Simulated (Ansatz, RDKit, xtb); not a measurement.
# Isomers of CH7FSeSi2, a sample narrowed down

Which of a sample of isomers of CH7FSeSi2 is the most stable in the gas at 298.15 K, and what are its properties? The sample is small against all isomers, and the most stable one of this formula need not be in it.

The funnel: GFN2-xTB relaxations, single points with a density functional, relaxations at r2SCAN-D4/def2-SVP, harmonic vibrations (at GFN2-xTB), and a last energy at a higher level. All values are calculated.

## Step 1: Candidates

Isomers were taken from a list of plausible structures; this is a sample, not all of them. That gives 6 candidates.

```csv
label,SMILES,spin
c175,C[Si@H](F)[Se][SiH3],singlet
c581,F[C@@H]([SiH3])[SiH2][SeH],singlet
c665,F[SiH2][Se]C[SiH3],singlet
c723,FC[SiH2][Se][SiH3],singlet
c841,F[SiH2]C[Se][SiH3],singlet
c946,C[SiH2][Se][SiH2]F,singlet
```

Candidates are built by distance geometry, with a force field where one applies, in up to four conformers (letters a to d).

Q: Predict the outcome of this search (final energies at CCSD(T)/def2-SVP + MP2/def2-TZVPP - MP2/def2-SVP).

| quantity | value |
| --- | --- |
| lowest structure found | C[Si@H](F)[Se][SiH3], singlet |
| next finalist | C[SiH2][Se][SiH2]F, singlet, 1.7 kcal/mol higher in G |
| share at equilibrium, among the finalists | 94.8 % |

The lowest structure found is `C[Si@H](F)[Se][SiH3]`. The margin, 1.7 kcal/mol, is modest. HF/STO-3G, r2SCAN-D4/def2-SVP, r2SCAN-D4/def2-SVP, relaxed, HF/def2-SVP and MP2/def2-SVP already put its bonding pattern lowest among the structures in one piece; GFN2-xTB favours the singlet C[SiH2][Se][SiH2]F (c946b, not a finalist). 3 minima inside the window were never screened. The search is not exhaustive (a finite list of starts, one conformer a finalist), so a lower isomer can't be ruled out. Only 6 drawn patterns were tried, so whole families of isomers are missing, and the result ranks this sample alone.
